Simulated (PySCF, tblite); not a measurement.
# C5H8F3NSi: infrared bands, NMR shifts and electronic excitations in gas and solvents

Aim: compute the infrared bands, NMR shifts and electronic excitations of C5H8F3NSi (`FC(F)=C(F)[C@@H]1CCN[SiH2]1`), and see what a dielectric continuum does where one was used.

Computed with tblite 0.8.0 and PySCF 2.14.0, with density-fitted response routines of our own, on a single molecule, in the gas phase or a continuum. Atoms count from 0, in the outputs and in this text.

## (1) Starting geometry

18 atoms, charge 0, multiplicity 1; geometry from: force field or distance geometry start.

Bonds of the start (Å): F0–C1 1.39, C1–F2 1.36, C1–C3 1.34, C3–F4 1.35, C3–C5 1.48, C5–C6 1.48, C6–C7 1.44, C7–N8 1.41, N8–Si9 1.80, Si9–C5 1.88, C5–H10 1.11, C6–H11 1.12, C6–H12 1.10, C7–H13 1.13, C7–H14 1.13, N8–H15 1.05, Si9–H16 1.47, Si9–H17 1.45.

## (2) Optimising the geometry with GFN2-xTB

Job settings and geometry (Å):

```
{"job": {"kind": "relax", "xc": "GFN2-xTB", "basis": "xTB"}, "charge": 0, "multiplicity": 1}
F      3.002200    -0.880600     1.101200
C      2.861600     0.170500     0.204500
F      3.979000     0.813200    -0.232000
C      1.649300     0.556100    -0.222900
F      1.507300     1.580800    -1.087900
C      0.461000    -0.171700     0.283100
C     -0.339100    -0.814900    -0.780500
C     -1.765800    -0.786600    -0.569800
N     -2.208200    -0.054300     0.548100
Si    -0.816600     0.980900     1.030100
H      0.763900    -0.906700     1.059800
H     -0.008500    -1.873100    -0.900900
H     -0.088600    -0.296400    -1.721100
H     -2.157600    -1.842300    -0.477900
H     -2.272400    -0.352100    -1.486300
H     -3.059700     0.545600     0.421300
H     -0.859500     2.283600     0.354800
H     -0.657100     1.054400     2.464800
```

On the command line:

```bash
> OMP_NUM_THREADS=1 python probes_run.py task.json out
```

One launch serves the whole session: the jobs run in the order shown.

Log:

```text
step      E/eV     max force
  0    -914.19577    4.578
  1    -914.72928    1.415
  2    -914.82850    0.791
  3    -914.92168    0.885
  4    -914.96602    0.826
  5    -915.00619    0.407
  6    -915.03441    0.380
  7    -915.05874    0.392
  8    -915.07693    0.315
  9    -915.09260    0.336
 10    -915.10608    0.304
 11    -915.12020    0.387
 12    -915.13336    0.345
 13    -915.14270    0.213
 14    -915.14848    0.165
 15    -915.15198    0.181
 16    -915.15497    0.164
 17    -915.15721    0.109
 18    -915.15891    0.079
 19    -915.15976    0.089
 20    -915.16103    0.098
 21    -915.16232    0.097
 22    -915.16409    0.125
 23    -915.16604    0.123
 24    -915.16836    0.130
 25    -915.17109    0.141
 26    -915.17429    0.135
 27    -915.17764    0.170
 28    -915.18106    0.198
 29    -915.18460    0.190
 30    -915.18846    0.172
 31    -915.19328    0.188
 32    -915.19892    0.172
 33    -915.20437    0.177
 34    -915.20864    0.183
 35    -915.21242    0.153
 36    -915.21615    0.148
 37    -915.21634    0.368
 38    -915.22148    0.128
 39    -915.22333    0.106
 40    -915.22601    0.104
 41    -915.22817    0.110
 42    -915.23080    0.122
 43    -915.23263    0.108
 44    -915.23424    0.094
 45    -915.23581    0.100
 46    -915.23741    0.094
 47    -915.23863    0.070
 48    -915.23948    0.068
 49    -915.24016    0.051
 50    -915.24085    0.069
 51    -915.24150    0.059
 52    -915.24198    0.051
 53    -915.24231    0.046
 54    -915.24258    0.042
 55    -915.24283    0.039
 56    -915.24304    0.033
 57    -915.24321    0.031
 58    -915.24340    0.034
 59    -915.24365    0.050
 60    -915.24392    0.042
 61    -915.24407    0.029
 62    -915.24414    0.017
 63    -915.24418    0.016
 64    -915.24421    0.013
 65    -915.24424    0.011
 66    -915.24426    0.012
 67    -915.24427    0.007
```

Wall time 0.46 s (1 thread of Intel Xeon 6975P-C, shared host); peak memory 0.18 GiB.

Along the way: (not every step is listed)

```
step  energy from step 0 (eV)  largest force (eV/Å)
   0                   0.0000                4.5783
   1                  -0.5335                1.4154
   2                  -0.6327                0.7914
   3                  -0.7259                0.8849
   4                  -0.7702                0.8257
   5                  -0.8104                0.4073
   6                  -0.8386                0.3797
   7                  -0.8630                0.3922
   8                  -0.8812                0.3151
  13                  -0.9469                0.2132
  18                  -0.9631                0.0787
  23                  -0.9703                0.1229
  28                  -0.9853                0.1981
  33                  -1.0086                0.1774
  38                  -1.0257                0.1284
  43                  -1.0369                0.1081
  48                  -1.0437                0.0681
  53                  -1.0465                0.0459
  58                  -1.0476                0.0342
  62                  -1.0484                0.0170
  63                  -1.0484                0.0158
  64                  -1.0484                0.0130
  65                  -1.0485                0.0109
  66                  -1.0485                0.0116
  67                  -1.0485                0.0073
```

Close pairs (by a distance rule), those that changed most:

| bond | before (Å) | after (Å) | change (Å) |
| --- | --- | --- | --- |
| N8–Si9 | 1.800 | 1.710 | -0.090 |
| C6–C7 | 1.442 | 1.524 | +0.082 |
| C5–C6 | 1.478 | 1.533 | +0.055 |
| F0–C1 | 1.389 | 1.335 | -0.053 |
| C5–Si9 | 1.876 | 1.928 | +0.052 |
| N8–H15 | 1.049 | 1.005 | -0.044 |
| C7–N8 | 1.408 | 1.451 | +0.043 |
| C7–H14 | 1.134 | 1.094 | -0.040 |

The final coordinates are the input of the step that follows.

## (3) Harmonic vibrations with GFN2-xTB

Job settings and geometry (Å):

```
{"job": {"kind": "ir", "xc": "GFN2-xTB", "basis": "xTB"}, "charge": 0, "multiplicity": 1}
F      3.105737    -0.773847     1.221938
C      2.894171     0.164061     0.295313
F      4.037381     0.764158    -0.028783
C      1.690946     0.438366    -0.194652
F      1.604558     1.409809    -1.131442
C      0.417190    -0.179903     0.212785
C     -0.374447    -0.731786    -0.978272
C     -1.827528    -0.877787    -0.541227
N     -2.143108     0.317505     0.218330
Si    -0.822101     1.067899     1.002752
H      0.640996    -0.981349     0.917539
H      0.028723    -1.683103    -1.328256
H     -0.325766    -0.010369    -1.794849
H     -1.954210    -1.782300     0.069183
H     -2.490170    -0.957625    -1.408259
H     -3.113886     0.432143     0.451660
H     -0.629440     2.440167     0.542976
H     -0.747803     0.950279     2.461606
```

Log:

```text
mode    cm-1     km/mol
  1      39.3      0.13
  2      70.7      0.52
  3     101.0      0.10
  4     138.8      2.55
  5     183.6     11.25
  6     204.0      3.78
  7     248.2      2.01
  8     293.2      1.44
  9     361.9     87.44
 10     397.3     10.96
 11     408.5     16.70
 12     466.5      3.44
 13     493.7     14.95
 14     510.7     30.14
 15     519.1     15.68
 16     554.2     33.92
 17     579.4     25.50
 18     679.9     49.64
 19     689.8    181.00
 20     798.2    195.96
 21     830.3     10.91
 22     866.4    161.05
 23     893.1     12.57
 24     965.5      7.66
 25    1019.0     12.48
 26    1036.7    264.77
 27    1084.2     23.59
 28    1134.0     52.36
 29    1137.0     12.54
 30    1183.5     40.05
 31    1186.1    154.39
 32    1210.8    142.39
 33    1239.2     62.52
 34    1268.5     61.65
 35    1284.1     40.19
 36    1338.2     32.46
 37    1357.3     12.47
 38    1476.1      3.14
 39    1499.7      0.66
 40    1775.4     36.41
 41    2242.6    390.87
 42    2300.7    213.73
 43    2873.8     63.29
 44    2943.6     54.35
 45    2978.9     23.49
 46    2988.1     38.90
 47    2998.8     33.44
 48    3496.8      1.54
```

It took 0.62 s on 1 thread of Intel Xeon 6975P-C, shared host; peak memory 0.18 GiB.

Which atoms move in the most intense modes:

```csv
cm⁻¹,km/mol,atoms
690,181.0,"H17 20 %, H16 19 %, Si9 17 %, C5 17 %"
798,196.0,"H17 47 %, H16 44 %"
866,161.1,"N8 34 %, Si9 29 %, C7 11 %"
1037,264.8,"C3 26 %, C1 15 %, H10 15 %, F4 13 %"
1186,154.4,"C1 64 %, F0 13 %, F2 11 %"
1211,142.4,"H10 26 %, C5 21 %, H11 12 %"
2243,390.9,H17 91 %
2301,213.7,H16 91 %
```

## (4) Geometry optimisation at PBE0-D3(BJ)/def2-SVP

Job settings and geometry (Å):

```
{"job": {"xc": "PBE0", "basis": "def2-SVP", "d3": "d3bj", "grid": 1, "shake": 0.01, "kind": "geom"}, "charge": 0, "multiplicity": 1}
F      3.126150    -0.799400     1.226120
C      2.888490     0.159530     0.293160
F      4.017180     0.761840    -0.037440
C      1.724180     0.440620    -0.198180
F      1.601750     1.403130    -1.141990
C      0.413280    -0.175080     0.210400
C     -0.364870    -0.733780    -0.978030
C     -1.812070    -0.872340    -0.546280
N     -2.144940     0.322910     0.237680
Si    -0.824800     1.065460     1.012780
H      0.632130    -0.984270     0.926360
H      0.034530    -1.682190    -1.321550
H     -0.354050    -0.000160    -1.804450
H     -1.970900    -1.779540     0.076190
H     -2.494620    -0.968390    -1.408000
H     -3.114410     0.446200     0.459130
H     -0.627500     2.451280     0.540920
H     -0.757060     0.956120     2.467430
```

Log:

```text
step   0  E = -837.90857210  max force = 0.065840
step   1  E = -837.91486781  max force = 0.017198
step   2  E = -837.91553558  max force = 0.007515
step   3  E = -837.91604492  max force = 0.004399
step   4  E = -837.91628856  max force = 0.002969
step   5  E = -837.91639290  max force = 0.001152
step   6  E = -837.91641900  max force = 0.002224
step   7  E = -837.91646805  max force = 0.001704
step   8  E = -837.91649039  max force = 0.000417
step   9  E = -837.91648398  max force = 0.000984
step  10  E = -837.91648637  max force = 0.001241
step  11  E = -837.91649943  max force = 0.000800
step  12  E = -837.91650750  max force = 0.000283
optimisation converged
```

It took 2.5 min on 1 thread of Intel Xeon 6975P-C, shared host; peak memory 0.9 GiB.

Step by step:

```csv
step,energy from step 0 (eV),largest force component (eV/Å)
0,0.0000,3.3856
1,-0.1713,0.8844
2,-0.1895,0.3864
3,-0.2033,0.2262
4,-0.2100,0.1527
5,-0.2128,0.0592
6,-0.2135,0.1144
7,-0.2149,0.0876
8,-0.2155,0.0214
9,-0.2153,0.0506
10,-0.2154,0.0638
11,-0.2157,0.0411
12,-0.2159,0.0146
```

Close pairs (by a distance rule), those that changed most:

| bond | before (Å) | after (Å) | change (Å) |
| --- | --- | --- | --- |
| F0–C1 | 1.359 | 1.316 | -0.043 |
| Si9–H17 | 1.460 | 1.499 | +0.039 |
| C1–C3 | 1.295 | 1.333 | +0.039 |
| N8–Si9 | 1.701 | 1.731 | +0.030 |
| C3–C5 | 1.505 | 1.478 | -0.027 |
| Si9–H16 | 1.477 | 1.495 | +0.018 |
| C5–C6 | 1.526 | 1.544 | +0.017 |
| C6–H11 | 1.085 | 1.102 | +0.017 |

The next job starts from the end point, and lists it.

| at the end point | value |
| --- | --- |
| point group (found at 0.08 Å tolerance) | C1 |
| rotational constants (GHz, main isotopes) | 2.255, 0.610, 0.599 |
| dipole moment (D) | 2.76 |

## (5) NMR shieldings: PBE0/pcSseg-1

Job settings and geometry (Å):

```
{"job": {"kind": "nmr", "xc": "PBE0", "basis": "pcSseg-1"}, "charge": 0, "multiplicity": 1}
F      2.977666    -1.109377     1.271285
C      2.913240    -0.167203     0.355215
F      4.101499     0.255982     0.002734
C      1.762878     0.298380    -0.132614
F      1.825823     1.252639    -1.071209
C      0.405255    -0.148017     0.243926
C     -0.402074    -0.710062    -0.945525
C     -1.881529    -0.732204    -0.572363
N     -2.154542     0.510435     0.126566
Si    -0.778795     1.190562     0.928317
H      0.498129    -0.911995     1.032837
H     -0.041086    -1.708820    -1.238348
H     -0.258903    -0.040169    -1.808755
H     -2.098219    -1.626496     0.048651
H     -2.498609    -0.822856    -1.483011
H     -3.124976     0.722089     0.315734
H     -0.442705     2.587473     0.515802
H     -0.829099     1.171815     2.426595
```

With the program's defaults for keys left out, this is: GIAO PBE0/pcSseg-1 NMR shielding, non-relativistic, gas phase.

Log:

```text
coarse grid: 16336 points
cycle   1  E = -838.1509793574  dE =  1.538e+00  |g| = 7.946e-01  |ddm| = 3.964e+00
cycle   2  E = -838.0169802916  dE =  1.340e-01  |g| = 1.185e+00  |ddm| = 1.438e+00
cycle   3  E = -838.2630602961  dE = -2.461e-01  |g| = 8.482e-02  |ddm| = 9.529e-01
cycle   4  E = -838.2639933508  dE = -9.331e-04  |g| = 5.234e-02  |ddm| = 1.177e-01
cycle   5  E = -838.2644981459  dE = -5.048e-04  |g| = 1.107e-02  |ddm| = 5.321e-02
cycle   6  E = -838.2645187738  dE = -2.063e-05  |g| = 4.393e-03  |ddm| = 1.253e-02
cycle   7  E = -838.2645232510  dE = -4.477e-06  |g| = 8.053e-04  |ddm| = 4.164e-03
final grid: 156752 points
cycle   8  E = -838.3385333885  dE = -4.256e-05  |g| = 8.421e-03  |ddm| = 3.026e-02
cycle   9  E = -838.3385170553  dE =  1.633e-05  |g| = 1.230e-02  |ddm| = 1.827e-02
cycle  10  E = -838.3385496211  dE = -3.257e-05  |g| = 1.037e-03  |ddm| = 1.087e-02
cycle  11  E = -838.3385498152  dE = -1.942e-07  |g| = 3.650e-04  |ddm| = 1.072e-03
cycle  12  E = -838.3385498435  dE = -2.828e-08  |g| = 1.173e-04  |ddm| = 3.955e-04
cycle  13  E = -838.3385498461  dE = -2.655e-09  |g| = 3.462e-05  |ddm| = 1.203e-04
cycle  14  E = -838.3385498464  dE = -2.378e-10  |g| = 8.216e-06  |ddm| = 3.885e-05
converged SCF energy = -838.3385498464

GIAO shielding tensors (ppm)
atom      isotropic    diamagn.    paramagn.     s11        s22        s33       span
  0 F      305.984     475.448    -169.464    269.834    301.983    346.134     76.300
  1 C       23.374     251.313    -227.939    -40.022     50.897     59.247     99.270
  2 F      285.174     467.612    -182.438    260.907    292.669    301.946     41.039
  3 C       50.430     248.526    -198.096     12.701     55.521     83.068     70.367
  4 F      368.239     473.683    -105.444    303.305    370.633    430.781    127.476
  5 C      160.098     252.762     -92.663    143.095    159.432    177.768     34.674
  6 C      152.034     247.402     -95.367    126.575    160.606    168.922     42.347
  7 C      136.684     244.012    -107.328    114.775    131.823    163.455     48.680
  8 N      241.093     323.196     -82.103    190.347    226.564    306.369    116.022
  9 Si     378.713     879.278    -500.565    347.420    352.178    436.541     89.121
 10 H       29.088      32.997      -3.909     24.455     28.050     34.760     10.305
 11 H       29.454      30.267      -0.813     24.793     27.657     35.911     11.117
 12 H       29.132      30.706      -1.574     23.808     29.212     34.375     10.567
 13 H       28.161      29.419      -1.258     23.096     26.234     35.154     12.059
 14 H       27.975      28.010      -0.036     23.038     26.129     34.757     11.718
 15 H       31.238      29.978       1.259     21.539     28.021     44.153     22.614
 16 H       26.348      28.426      -2.079     23.039     24.262     31.742      8.702
 17 H       26.421      28.682      -2.261     23.169     24.017     32.076      8.906
```

Run time: 33 s. Hardware: 1 thread of Intel Xeon 6975P-C, shared host; peak memory 0.94 GiB.

Shifts follow as δ = σ(reference) − σ, with reference shieldings (ppm) from runs at the same level and on the same kind of geometry: 1H TMS 31.27, 13C TMS 184.4, 29Si TMS 352.0, 19F CFCl3 177.2, 15N NH3 265.7. The references are single molecules in the gas phase, so shifts against H2O, NH3, PH3, H3PO4 or CFCl3 are not on the usual liquid scales and can be off by tens of ppm.

| atoms | environment | σ (ppm) | δ (ppm) | δ scaled to CDCl3 |
| --- | --- | --- | --- | --- |
| C1 | fully substituted alkene carbon | 23.4 | 161.0 | 155.9 |
| C3 | fully substituted alkene carbon | 50.4 | 134.0 | 129.6 |
| C7 | sp3 CH2 bonded to N | 136.7 | 47.7 | 45.8 |
| C6 | sp3 CH2 in a ring | 152.0 | 32.4 | 30.9 |
| C5 | allylic sp3 CH bonded to Si | 160.1 | 24.3 | 23.1 |
| H16 | hydrogen on a silicon bonded to C, N, in a 5-membered ring | 26.35 | 4.92 | – |
| H17 | hydrogen on a silicon bonded to C, N, in a 5-membered ring | 26.42 | 4.85 | – |
| H14 | hydrogen on an sp3 CH2 bonded to N | 27.97 | 3.29 | 3.34 |
| H13 | hydrogen on an sp3 CH2 bonded to N | 28.16 | 3.11 | 3.16 |
| H10 | hydrogen on an allylic sp3 CH bonded to Si | 29.09 | 2.18 | 2.28 |
| H12 | hydrogen on an sp3 CH2 in a ring | 29.13 | 2.13 | 2.24 |
| H11 | hydrogen on an sp3 CH2 in a ring | 29.45 | 1.81 | 1.93 |
| H15 | hydrogen on a nitrogen bonded to C, Si, in a 5-membered ring | 31.24 | 0.03 | – |
| F2 | vinylic fluorine | 285.2 | -107.9 | – |
| F0 | vinylic fluorine | 306.0 | -128.7 | – |
| F4 | vinylic fluorine | 368.2 | -191.0 | – |
| N8 | nitrogen bonded to C, Si, H, in a 5-membered ring | 241.1 | 24.6 | – |
| Si9 | silicon bonded to C, N, 2 H, in a 5-membered ring | 378.7 | -26.7 | – |

The scaled column applies a straight-line fit of computed shieldings to shifts measured in CDCl3, and one for carbons that bear F (root-mean-square error 0.21 ppm for H, 2.0 ppm for C).

Charges from the same density, by scheme (e):

| atoms | Mulliken | IAO | Hirshfeld | ESP fit |
| --- | --- | --- | --- | --- |
| F0 | -0.24 | -0.25 | -0.06 | -0.17 |
| C1 | 0.55 | 0.49 | 0.13 | 0.41 |
| F2 | -0.23 | -0.23 | -0.07 | -0.14 |
| C3 | 0.17 | 0.19 | 0.04 | -0.17 |
| F4 | -0.27 | -0.27 | -0.07 | -0.11 |
| C5 | -0.60 | -0.40 | -0.12 | -0.04 |
| C6 | -0.19 | -0.25 | -0.07 | -0.13 |
| C7 | 0.01 | -0.13 | -0.02 | -0.05 |
| N8 | -0.67 | -0.68 | -0.25 | -0.67 |
| Si9 | 0.81 | 0.87 | 0.36 | 0.54 |

Mayer bond orders: F0–C1 1.01, C1–F2 1.01, C1–C3 1.74, C3–F4 0.95, C3–C5 0.97, C5–C6 0.97, C6–C7 1.05, C7–N8 0.96, N8–Si9 1.01, Si9–C5 0.83.

Ring of atoms C5, C6, C7, N8, Si9: NICS(0) -6.7, NICS(1) -3.2, NICS(1)zz -2.5 ppm (means of both faces).

## (6) Excited states and response: CAM-B3LYP/def2-SVPD

Same as in step 5 but for these lines:

```diff
@@ -1,2 +1,2 @@
-{"job": {"kind": "nmr", "xc": "PBE0", "basis": "pcSseg-1"}, "charge": 0, "multiplicity": 1}
+{"job": {"kind": "uv", "xc": "CAM-B3LYP", "basis": "def2-SVPD", "ip": true}, "charge": 0, "multiplicity": 1}
 F      2.977666    -1.109377     1.271285
```

With the program's defaults for keys left out, this is: TDDFT CAM-B3LYP/def2-SVPD, vertical, gas phase, core orbitals frozen in the response.

Log:

```text
coarse grid: 16336 points
cycle   1  E = -838.1974198339  dE =  1.683e+00  |g| = 8.046e-01  |ddm| = 6.618e+00
cycle   2  E = -838.1537832559  dE =  4.364e-02  |g| = 9.942e-01  |ddm| = 2.103e+00
cycle   3  E = -838.3231328592  dE = -1.693e-01  |g| = 7.126e-02  |ddm| = 1.095e+00
cycle   4  E = -838.3239435166  dE = -8.107e-04  |g| = 3.136e-02  |ddm| = 1.329e-01
cycle   5  E = -838.3241041576  dE = -1.606e-04  |g| = 1.194e-02  |ddm| = 5.739e-02
cycle   6  E = -838.3241290392  dE = -2.488e-05  |g| = 2.010e-03  |ddm| = 1.785e-02
cycle   7  E = -838.3241299819  dE = -9.427e-07  |g| = 5.460e-04  |ddm| = 5.609e-03
final grid: 156752 points
cycle   8  E = -838.4402807894  dE = -3.941e-05  |g| = 4.362e-03  |ddm| = 1.006e-01
cycle   9  E = -838.4402795551  dE =  1.234e-06  |g| = 5.247e-03  |ddm| = 1.428e-02
cycle  10  E = -838.4402845962  dE = -5.041e-06  |g| = 3.077e-04  |ddm| = 6.084e-03
cycle  11  E = -838.4402846081  dE = -1.189e-08  |g| = 2.132e-04  |ddm| = 9.076e-04
cycle  12  E = -838.4402846184  dE = -1.032e-08  |g| = 2.463e-05  |ddm| = 4.220e-04
cycle  13  E = -838.4402846185  dE = -1.287e-10  |g| = 1.154e-05  |ddm| = 7.096e-05
converged SCF energy = -838.4402846185

Static polarisability (au): isotropic 93.586, principal 80.095 88.464 112.198

Singlet excitations
state   eV       nm        f      main configurations
  1   5.9278    209.2   0.00388   H->L+1 0.39, H-1->L+1 0.35, H->L 0.13
  2   6.1928    200.2   0.00486   H->L 0.56, H-1->L 0.27
  3   6.3867    194.1   0.00841   H-1->L 0.35, H->L+2 0.16, H->L 0.09
  4   6.8970    179.8   0.01527   H-1->L+1 0.32, H->L+1 0.29, H->L+6 0.09
  5   7.0391    176.1   0.00480   H->L+4 0.28, H-1->L+4 0.17
  6   7.2001    172.2   0.07722   H->L+2 0.41, H-1->L+6 0.10, H->L+3 0.10
  7   7.3426    168.9   0.00918   H->L+6 0.20, H-1->L+6 0.17, H-1->L+2 0.15
  8   7.3551    168.6   0.38694   H-1->L+2 0.49, H->L+2 0.23
  9   7.5075    165.1   0.13725   H->L+3 0.45, H-1->L+3 0.24, H->L+6 0.09
 10   7.6018    163.1   0.00204   H->L+5 0.30, H->L+4 0.15, H-1->L+5 0.14

Triplet excitations (Tamm-Dancoff, eV): 4.3810 5.6261 5.9299 6.2135
Vertical ionisation energy (delta-SCF) = 8.9220 eV
```

Wall time 4.3 min (1 thread of Intel Xeon 6975P-C, shared host); peak memory 1.4 GiB.

Frontier orbitals and where they lie:

```csv
orbital,eV,atoms
HOMO−3,-10.98,"Si9 27 %, H17 21 %, H16 10 %"
HOMO−2,-10.62,"C5 25 %, Si9 16 %, C6 12 %"
HOMO−1,-8.38,"N8 30 %, C3 12 %, C1 12 %"
HOMO,-8.21,"N8 26 %, C1 14 %, C3 13 %"
LUMO,0.99,"C1 22 %, Si9 17 %, C3 9 %"
LUMO+1,1.03,"Si9 29 %, H15 13 %, C7 11 %"
LUMO+2,1.57,"Si9 20 %, C1 18 %, C3 10 %"
```

With each of the 10 states as a Gaussian band of 0.4 eV half-width at 1/e, the curve within the window shown has maxima at 168 nm (ε 24,000) L/(mol cm). Beyond the last state computed it falls off for lack of states. The curve at chosen wavelengths:

nm, ε (L/mol/cm) and a bar:
```
      157       4769 ######
      160      10291 #############
      163      17072 ######################
      166      22385 ############################
      169      23796 ##############################
      172      21005 ##########################
      175      15764 ####################
      178      10316 #############
      181       6065 ########
      184       3346 ####
      187       1857 ##
      190       1143 #
      193        837 #
      196        707 #
      199        635 #
      202        568 #
      205        493 #
      208        412 
      211        330 
      214        253 
      217        187 
      220        132 
      223         89 
      226         58 
      229         36 
      232         22
```

Further results of this job:

| property | computed |
| --- | --- |
| dipole moment (D) | 3.01 |
| polarisability (Å³) | 13.87 |
| HOMO–LUMO gap (eV) | 9.20 |
| −ε(HOMO) (eV) | 8.21 |

[end of part 1 of 2]
